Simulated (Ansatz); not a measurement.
# CH7Cl2NSi2: the cost of one run

All numbers below are computed with Ansatz 0.2.0 (RKS PBE0/6-31G).

**1. The starting structure**

Bond lengths: N1–Si2 1.727 Å, Si2–Cl3 2.022 Å, Si2–C4 1.795 Å, C4–Si5 1.805 Å, Si5–Cl6 2.068 Å, N1–H7 0.975 Å, N1–H8 1.018 Å, Si2–H9 1.521 Å, C4–H10 1.057 Å, C4–H11 1.182 Å, Si5–H12 1.509 Å, Si5–H13 1.526 Å. Angles (14 of 21 angles, heavy atoms first): N1–Si2–Cl3 103.7°, N1–Si2–C4 114.0°, Cl3–Si2–C4 108.4°, Si2–C4–Si5 110.0°, C4–Si5–Cl6 112.7°, N1–Si2–H9 106.0°, Cl3–Si2–H9 108.6°, C4–Si2–H9 115.4°, Si2–N1–H7 108.7°, Si2–N1–H8 105.9°, Si2–C4–H10 113.8°, Si2–C4–H11 109.2°, Si5–C4–H10 112.3°, Si5–C4–H11 107.4°.

Coordinates:

```xyz
13

N     0.0452   -2.4839    0.0757
Si    0.4581   -0.8235    0.3133
Cl    2.3565   -0.7001   -0.3728
C    -0.5589    0.3227   -0.6210
Si   -0.3406    1.9985    0.0136
Cl   -1.3163    2.3049    1.8108
H     0.5787   -3.0284    0.6831
H     0.2977   -2.6988   -0.8863
H     0.4722   -0.6064    1.8187
H    -0.4137    0.2681   -1.6664
H    -1.6965    0.0362   -0.4804
H     1.1084    2.3486    0.2472
H    -0.9705    3.0274   -0.9209
```

**2. Relaxing the start**

input.yaml

```yaml
crystal:
  periodic: [false, false, false]
  atoms:
    - { symbol: "N", position_ang: [0.0452, -2.4839, 0.0757] }
    - { symbol: Si, position_ang: [0.4581, -0.8235, 0.3133] }
    - { symbol: Cl, position_ang: [2.3565, -0.7001, -0.3728] }
    - { symbol: C, position_ang: [-0.5589, 0.3227, -0.621] }
    - { symbol: Si, position_ang: [-0.3406, 1.9985, 0.0136] }
    - { symbol: Cl, position_ang: [-1.3163, 2.3049, 1.8108] }
    - { symbol: H, position_ang: [0.5787, -3.0284, 0.6831] }
    - { symbol: H, position_ang: [0.2977, -2.6988, -0.8863] }
    - { symbol: H, position_ang: [0.4722, -0.6064, 1.8187] }
    - { symbol: H, position_ang: [-0.4137, 0.2681, -1.6664] }
    - { symbol: H, position_ang: [-1.6965, 0.0362, -0.4804] }
    - { symbol: H, position_ang: [1.1084, 2.3486, 0.2472] }
    - { symbol: H, position_ang: [-0.9705, 3.0274, -0.9209] }
basis:
  gaussian: { orbitals: "6-31G" }
hamiltonian:
  xc: pbe0
relax:
  f_tol: 0.02
  max_steps: 40
scf:
  lower_state_search: "off"
```

Run with:

```bash
ansatz run input.yaml --threads 1 --pin off --max-ram 2048MiB --backend cpu --events-out ev --progress --plain --runs-dir out
```

Q: Estimate wall time and peak memory on 1 thread of an x86-64 CPU, shared host.

About 41 s, with a peak of 0.21 GiB.
